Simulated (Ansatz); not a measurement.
# SnSe2: the cost of one run

Method: DFT PBE+D3(BJ), scalar-relativistic, plane waves, PAW, in Ansatz 0.2.0.

The COD entry's cell or inner coordinates are ideal or old and differ from later refinements, so a difference from it is no clean test against experiment.

5 further runs of the same task are left out: 5 set aside as unsound or not needed.

## Step 1: Starting point

The structure is trigonal, space group P-3m1 (No. 164). Conventional cell: a = 3.839 Å, b = 3.839 Å, c = 6.012 Å, α = 90.00°, β = 90.00°, γ = 120.00°. Sn (site symmetry -3m) is surrounded by 6 Se at 2.73 Å. Se (site symmetry 3m) is surrounded by 3 Sn at 2.73 Å.

Coordinates:

```
Sn Se
1.0
     3.83905    0.00000    0.00000
    -1.91952    3.32471    0.00000
     0.00000    0.00000    6.01163
Sn Se
1 2
Direct
  0.00000 0.00000 0.00000
  0.33333 0.66667 0.26515
  0.66667 0.33333 0.73485
```

It is the result of an earlier relaxation at this level (volume 25.58 Å³/atom; gap on the mesh: 0.35 eV).

## Step 2: The single layer

One layer of the relaxed bulk, put into vacuum. Its planes from the bottom up:

| plane | atoms per cell | height over the lowest (Å) |
| --- | --- | --- |
| 1 | Se | 0.00 |
| 2 | Sn | 1.59 |
| 3 | Se | 3.19 |

## Step 3: Probe: one point at the start

Along c the cell is not periodic, so the sheet has no images above or below.

File input.yaml:

```yaml
crystal:
  lattice:
    - [3.8390485964, 0.0, 0.0]
    - [-1.9195242982, 3.3247136108, 0.0]
    - [0.0, 0.0, 32.3760079985]
  atoms:
    - { symbol: Se, position: [0.6666666667, 0.3333333333, 0.4507659499] }
    - { symbol: Sn, position: [0.0, 0.0, 0.5] }
    - { symbol: Se, position: [0.3333333333, 0.6666666667, 0.5492340501] }
  periodic: [true, true, false]
basis:
  ecutwfc: 420
kpoints:
  mp_grid: { grid: [6, 6, 1] }
hamiltonian:
  xc: pbe
  dispersion: d3bj
scf:
  occupations: { method: gaussian, width: 0.1 }
output:
  forces: true
  stress: true
  eigenvalues: true
```

Run with:

```bash
$ ansatz run input.yaml --threads 2 --pin off --max-ram 5120MiB --backend cpu --events-out ev --progress --plain --runs-dir out
```

What time and memory should one allow on 2 threads of Arm Neoverse V1, shared host?

About 3.3 s, with a peak of 0.62 GiB.
